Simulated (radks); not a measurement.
**Valence configurations of Pd⁺**

Aim: which of several valence configurations of Pd⁺ lies lowest at this level, and whether it is the one NIST lists ([Kr] 4d9).

Program: radks (a radial shooting solver on a logarithmic mesh, Libxc functionals) version 1. Level of theory: Dirac Kohn-Sham, PBEsol, spin-unpolarised, spherical densities, point nucleus; open shells fill j = l - 1/2 first. These are calculated values, not measurements, unless marked.

### 1 What is computed

| Property | Result |
| --- | --- |
| element | palladium (Z = 46) |
| charge | +1 |
| electrons | 45 |
| configuration | [Kr] 4d9 |
| others tried | 4d7 5s2; 4d8 5s1; 4d8 5p1; 4d8.5 5p0.5; 4d7 5p2; 4d7 5s1 5p1 |

### 2 [Kr] 4d9

Input:

```text
Z 46
configuration [Kr] 4d9
relativity Dirac
functional pbe_sol,pbe_sol
spin unpolarised
j_filling energy
nucleus point
c 137.035999084
```

### 3 [Kr] 4d7 5s2

Changes since step 2:

```diff
@@ -1,3 +1,3 @@
 Z 46
-configuration [Kr] 4d9
+configuration [Kr] 4d7 5s2
 relativity Dirac
```

### 4 [Kr] 4d8 5s1

Changes since step 3:

```diff
@@ -1,3 +1,3 @@
 Z 46
-configuration [Kr] 4d7 5s2
+configuration [Kr] 4d8 5s1
 relativity Dirac
```

### 5 [Kr] 4d8 5p1

Changes since step 4:

```diff
@@ -1,3 +1,3 @@
 Z 46
-configuration [Kr] 4d8 5s1
+configuration [Kr] 4d8 5p1
 relativity Dirac
```

### 6 [Kr] 4d8.5 5p0.5

Changes since step 5:

```diff
@@ -1,3 +1,3 @@
 Z 46
-configuration [Kr] 4d8 5p1
+configuration [Kr] 4d8.5 5p0.5
 relativity Dirac
```

### 7 [Kr] 4d7 5p2

Changes since step 6:

```diff
@@ -1,3 +1,3 @@
 Z 46
-configuration [Kr] 4d8.5 5p0.5
+configuration [Kr] 4d7 5p2
 relativity Dirac
```

### 8 [Kr] 4d7 5s1 5p1

Changes since step 7:

```diff
@@ -1,3 +1,3 @@
 Z 46
-configuration [Kr] 4d7 5p2
+configuration [Kr] 4d7 5s1 5p1
 relativity Dirac
```

Before running it: what results should come out? Wanted: for each run, valence; E − E(NIST configuration); highest level; its energy; 1s shift.

The runs gave:

```tsv
valence	E − E(NIST configuration) (eV)	highest level	its energy (eV)	1s shift (eV)
4d9	0.000	4d5/2	-14.409	+0.00
4d8 5s1	4.324	5s1/2	-12.471	-4.41
4d8.5 5p0.5	4.386	5p1/2	-7.238	-2.84
4d8 5p1	9.484	5p1/2	-8.100	-5.76
4d7 5s2	10.622	5s1/2	-13.922	-9.26
4d7 5s1 5p1	16.226	5p1/2	-9.041	-10.57
4d7 5p2	21.938	5p1/2	-9.653	-11.82
```

The NIST configuration is the lowest of those tried, 4.324 eV under 4d8 5s1. The energies are those of spherical spin-averaged densities, not of single terms. The 1s eigenvalue shifts by up to 11.82 eV as the valence charge is rearranged.
